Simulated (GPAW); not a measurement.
# Mg6SiB (Amm2) in GPAW: single point with LDA

Aim: the single point of Mg6SiB with LDA.

Program: GPAW 26.7.0. These are calculated values, not measurements. Logs are shortened: lines on timing, memory, paths and dates and some standing lists are left out, and cuts for length are marked. The log counts tension as positive stress, the text compression.

## (1) The undisturbed crystal

It takes space group Amm2 (No. 38, orthorhombic). The conventional cell has a = 3.976 Å, b = 7.783 Å, c = 9.876 Å, α = 90.00°, β = 90.00°, γ = 90.00°. Si (site symmetry mm2) is surrounded by 8 Mg at 2.69 to 3.04 Å. Mg (site symmetry mm2) has 2 Si at 2.76 Å and 8 Mg at 3.03 to 3.16 Å as nearest neighbours. Around Mg (site symmetry m) lie 1 B at 2.56 Å and 2 Si at 2.69 Å. Around Mg (site symmetry mm2) lie 2 B at 2.46 Å. Around Mg (site symmetry m) lie 2 B at 2.69 Å and 2 Mg at 2.88 to 2.92 Å and 1 Si at 3.04 Å. B (site symmetry mm2) has 8 Mg at 2.46 to 2.69 Å as nearest neighbours.

The cell comes from a database or a generator and needn't be the stable form of this composition.

## (2) Single point, LDA (the cell as VASP's run set it)

run.py reads:

```python
from ase import Atoms
from ase.dft.bandgap import bandgap
from ase.io import write
from ase.units import GPa
from gpaw import GPAW, PW

atoms = Atoms(['Mg', 'Mg', 'Mg', 'Mg', 'Si', 'Mg', 'Mg', 'B'],
              cell=[[0.0, 3.89167, -4.938007],
                    [0.0, 3.89167, 4.938007],
                    [3.975708, 0.0, 0.0]],
              scaled_positions=[[0.859637, 0.140363, 0.5],
                                [0.336355, 0.102227, 0.5],
                                [0.897773, 0.663645, 0.5],
                                [0.628635, 0.371365, 0.0],
                                [0.053504, 0.946496, 0.0],
                                [0.186394, 0.444203, 0.0],
                                [0.555797, 0.813606, 0.0],
                                [0.481907, 0.518093, 0.5]],
              pbc=True)

calc = GPAW(mode=PW(800),
            xc='LDA',
            kpts={'size': (5, 5, 7), 'gamma': True},
            occupations={'name': 'methfessel-paxton', 'order': 0, 'width': 0.1},
            nbands=54,
            convergence={'density': 1e-05, 'energy': 1e-05},
            maxiter=150,
            txt='gpaw.txt')
atoms.calc = calc
energy = atoms.get_potential_energy()
forces = atoms.get_forces()
stress = atoms.get_stress()
calc.write('gs.gpw')
write('result.traj', atoms)
print(f'Energy: {energy:.6f} eV')
print('Forces (eV/A):')
print(forces.round(4))
print('Stress (GPa):', (stress / GPa).round(3))
print('Fermi level:', round(calc.get_fermi_level(), 4), 'eV')
print(f'Gap: {bandgap(calc)[0]:.4f} eV, direct: {bandgap(calc, direct=True)[0]:.4f} eV')
```

Potentials or basis: the program's PAW data sets (release 1.2.1) made for this functional, pw.

Run with:

```sh
$ OMP_NUM_THREADS=1 python run.py
```

gpaw.txt:

```text
__  _  _
 | _ |_)|_||  |
 |__||  | ||/\| - 26.7.0

Input parameters:
  mode=PW(ecut=800.0),
  convergence={'density': 1e-05, 'energy': 1e-05},
  kpts=MonkhorstPack(size=(5, 5, 7), gamma=True),
  maxiter=150,
  nbands=54,
  occupations=Occupations(name='methfessel-paxton', order=0, width=0.1),
  xc=XC(name='LDA')

Diagonalizing LCAO Hamiltonian
Converting LCAO to pw mode

         Si

         Mg

        Mg   B
               Mg
         Mg
            Mg

             Mg

Atoms  # Å, Bohr magnetons
|   | symbol |        x |        y |         z |    initial magnetic moments |
|---|--------|----------|----------|-----------|-----------------------------|
| 0 |     Mg | 1.987854 | 3.891670 | -3.551780 | ( 0.0000,  0.0000,  0.0000) |
| 1 |     Mg | 1.987854 | 1.706816 | -1.156126 | ( 0.0000,  0.0000,  0.0000) |
| 2 |     Mg | 1.987854 | 6.076524 | -1.156126 | ( 0.0000,  0.0000,  0.0000) |
| 3 |     Mg | 0.000000 | 3.891670 | -1.270401 | ( 0.0000,  0.0000,  0.0000) |
| 4 |     Si | 0.000000 | 3.891670 |  4.409601 | ( 0.0000,  0.0000,  0.0000) |
| 5 |     Mg | 0.000000 | 2.454075 |  1.273063 | ( 0.0000,  0.0000,  0.0000) |
| 6 |     Mg | 0.000000 | 5.329265 |  1.273063 | ( 0.0000,  0.0000,  0.0000) |
| 7 |      B | 1.987854 | 3.891670 |  0.178687 | ( 0.0000,  0.0000,  0.0000) |

Unit cell  # Å
| periodic |        x |        y |         z |  lengths |     angles |
|----------|----------|----------|-----------|----------|------------|
|      yes | 0.000000 | 3.891670 | -4.938007 | 6.287210 |  90.000000 |
|      yes | 0.000000 | 3.891670 |  4.938007 | 6.287210 |  90.000000 |
|      yes | 3.975708 | 0.000000 |  0.000000 | 3.975708 | 103.516329 |

Number of symmetries: 4
Symmetry operations  # r_c * U_cc + t_c -> r_c
|   | kind |            matrix            |
|---|------|------------------------------|
| 0 |  E   |  1, 0, 0,  0, 1, 0,  0, 0, 1 |
| 1 |  σ   |  1, 0, 0,  0, 1, 0,  0, 0,-1 |
| 2 |  σ   |  0,-1, 0, -1, 0, 0,  0, 0, 1 |
| 3 |  C2  |  0,-1, 0, -1, 0, 0,  0, 0,-1 |

BZ-sampling:
  Number of BZ points: 175
  Number of IBZ points: 36

  Monkhorst-Pack size: [5, 5, 7]
  Monkhorst-Pack shift: [0, 0, 0]

K-points  # in reciprocal-cell coordinates
|     |                                coordinates |     weight |
|-----|--------------------------------------------|------------|
|   0 | (  0.00000000,   0.00000000,   0.00000000) | 0.00571429 |
|   1 | (  0.00000000,   0.00000000,   0.14285714) | 0.01142857 |
|   2 | (  0.00000000,   0.00000000,   0.28571429) | 0.01142857 |
|   3 | (  0.00000000,   0.00000000,   0.42857143) | 0.01142857 |
|   4 | (  0.20000000,  -0.20000000,   0.00000000) | 0.01142857 |
|   5 | (  0.20000000,  -0.20000000,   0.14285714) | 0.02285714 |
|   6 | (  0.20000000,  -0.20000000,   0.28571429) | 0.02285714 |
|   7 | (  0.20000000,  -0.20000000,   0.42857143) | 0.02285714 |
|   8 | (  0.20000000,   0.00000000,   0.00000000) | 0.02285714 |
|   9 | (  0.20000000,   0.00000000,   0.14285714) | 0.04571429 |
| ... |                                            |            |
|  35 | (  0.40000000,   0.40000000,   0.42857143) | 0.02285714 |

Plane wave coefficients: 7885
Cutoff: 800.0 eV

Spin-components: 1 (collinear spins)
Bands:           54
Projectors:      40
Spin-degeneracy: 2
Datatype:        complex128

Parallelization:
  kpt:    1
  domain: 1
  band:   1

Density:
  Valence electrons: 67.0
  Components: 1
  Grid points: [42 42 27]
  Charge: 0.0  # |e|

Potential:
  Grid points: [42 42 27]

species:
  Mg:
    name:    Magnesium
    Z:       12.0
    valence: 10
    core:    2
    charge:  0.0  # [|e|]
    compensation charges:
      type: gauss
      rc: 0.33  # [Å]
      lmax: 2
    cutoffs:
      filter: 1.86  # [Å]
      core: 0.54  # [Å]
    projectors
    | kind |    occ | energy [eV] | rcut [Å] |
    |------|--------|-------------|----------|
    |   2s |  2.000 |     -79.291 |    1.090 |
    |   3s |  2.000 |      -4.782 |    1.090 |
    |   2p |  6.000 |     -46.725 |    1.085 |
    |   3p |  0.000 |      -1.374 |    1.085 |
    |    d |        |       0.000 |    1.037 |

    Using partial waves for Mg as LCAO basis

  Si:
    name:    Silicon
    Z:       14.0
    valence: 4
    core:    10
    charge:  0.0  # [|e|]
    compensation charges:
      type: gauss
      rc: 0.33  # [Å]
      lmax: 2
    cutoffs:
      filter: 1.86  # [Å]
      core: 2.06  # [Å]
    projectors
    | kind |    occ | energy [eV] | rcut [Å] |
    |------|--------|-------------|----------|
    |   3s |  2.000 |     -10.878 |    1.058 |
    |   3p |  2.000 |      -4.162 |    1.058 |
    |    s |        |      16.334 |    1.058 |
    |    p |        |      23.049 |    1.058 |
    |    d |        |       0.000 |    1.058 |

    Using partial waves for Si as LCAO basis

  B:
    name:    Boron
    Z:       5.0
    valence: 3
    core:    2
    charge:  0.0  # [|e|]
    compensation charges:
      type: gauss
      rc: 0.20  # [Å]
      lmax: 2
    cutoffs:
      filter: 1.14  # [Å]
      core: 1.42  # [Å]
    projectors
    | kind |    occ | energy [eV] | rcut [Å] |
    |------|--------|-------------|----------|
    |   2s |  2.000 |      -9.383 |    0.635 |
    |   2p |  1.000 |      -3.714 |    0.635 |
    |    s |        |      17.828 |    0.635 |
    |    p |        |      23.498 |    0.635 |
    |    d |        |       0.000 |    0.635 |

    Using partial waves for B as LCAO basis

Reference energy: -41084.707567  # eV

eigensolver:
  PPCG
  Converge bands: occupied
  niter=2

density mixing:
  MSR1-Mixer
  Pratt-step length: 0.05
  Maximum mixing coefficient: 0.75
  Old densities: 10
  SVD Regularization: 0.005
  Good broyden scale: 1.0
  Trust region scale: 1.0
  Backstep threshold: 4.0
  History deletion threshold: 6.0
  Fourier metric: weight=20.0, sigma=0.015

occupation numbers:
  Methfessel-Paxton:
    width: 0.1000  # eV
    order: 0

poisson solver:
  ecut: 6400.0  # eV

xc functional:
  name: None

convergence criteria:
[... 6 lines left out ...]
|iter     | |      energy | eigst |  dens |
|---------|-|-------------|-------|-------|
|iter:   1| |  -25.215990 | +0.29 |       |
|iter:   2| |  -24.602297 | -1.71 | -1.18 |
|iter:   3| |  -23.360546 | -1.57 | -1.25 |
|iter:   4| |  -23.329441 | -2.86 | -1.68 |
|iter:   5| |  -23.324383 | -3.01 | -1.91 |
|iter:   6| |  -23.324596 | -4.15 | -2.66 |
|iter:   7| |  -23.323520 | -4.79 | -2.86 |
|iter:   8| |  -23.323494 | -6.11 | -3.53 |
|iter:   9| |  -23.323497c| -6.95 | -4.01 |
|iter:  10| |  -23.323497c| -7.73c| -4.40 |
|iter:  11| |  -23.323497c| -8.11c| -5.02c|

Converged in 11 steps
Energy contributions relative to reference atoms: (reference = -41084.707567)

Energy contributions:
  Kinetic:          -3.176304
  Coulomb:          12.806652
  Zero:             -0.477956
  External:          0.000000
  Xc:              -32.468128
  Entropy:          -0.015521
  Spinorbit:         0.000000
  ----------------------------
  Free energy:     -23.331257
  Extrapolated:    -23.323497

dipole moment: (-25.997914, -0.000002, 6.902101)  # |e|*Ang

Fermi level: 4.150
Eigenvalues  # (at kpt = [0.000, 0.000, 0.000])
| band index |      eig [eV] | occ [0-2] |
|------------|---------------|-----------|
|          0 |       -71.231 |     2.000 |
|        ... |               |           |
|         25 |        -2.767 |     2.000 |
|         26 |        -0.246 |     2.000 |
|         27 |         0.345 |     2.000 |
|         28 |         1.182 |     2.000 |
|         29 |         1.563 |     2.000 |
|         30 |         1.935 |     2.000 |
[... 8 lines left out ...]
|         39 |         8.515 |     0.000 |
|         40 |         9.168 |     0.000 |
|        ... |               |           |
|         53 |        13.492 |     0.000 |

No gap
No difference between direct/indirect transitions

Forces  # eV/Ang
|       x |        y |        z |
|---------|----------|----------|
| 0.00000 |  0.00000 |  0.00016 |  # Mg   0
| 0.00000 |  0.05067 |  0.05277 |  # Mg   1
| 0.00000 | -0.05067 |  0.05277 |  # Mg   2
| 0.00000 |  0.00000 |  0.07438 |  # Mg   3
| 0.00000 |  0.00000 |  0.12868 |  # Si   4
| 0.00000 | -0.00350 | -0.10565 |  # Mg   5
| 0.00000 |  0.00350 | -0.10565 |  # Mg   6
| 0.00000 |  0.00000 | -0.09742 |  # B    7

Stress tensor  # eV/Ang^3
|        x |        y |        z |
|----------|----------|----------|
| 0.018640 | 0.000000 | 0.000000 |
| 0.000000 | 0.016368 | 0.000000 |
| 0.000000 | 0.000000 | 0.021054 |

# Writing to gs.gpw (mode='')
```

Run time: 5.5 min. Hardware: 1 thread of Arm Neoverse V1, shared host; peak memory 0.56 GiB.

Results:

```yaml
Free_energy: -23.3313 eV
Pressure: -3.0 GPa
Largest_force: 0.129 eV/Å
Band_gap_on_the_k_mesh: none (metal or under the smearing width)
```

Forces on the atoms (eV/Å):
```
Mg   0.000  0.000  0.000
Mg   0.000  0.051  0.053
Mg   0.000 -0.051  0.053
Mg   0.000  0.000  0.074
Si   0.000  0.000  0.129
Mg   0.000 -0.004 -0.106
Mg   0.000  0.004 -0.106
B    0.000  0.000 -0.097
```

Stress tensor (GPa, compression positive):
```
-2.99  0.00  0.00
 0.00 -2.62  0.00
 0.00  0.00 -3.37
```
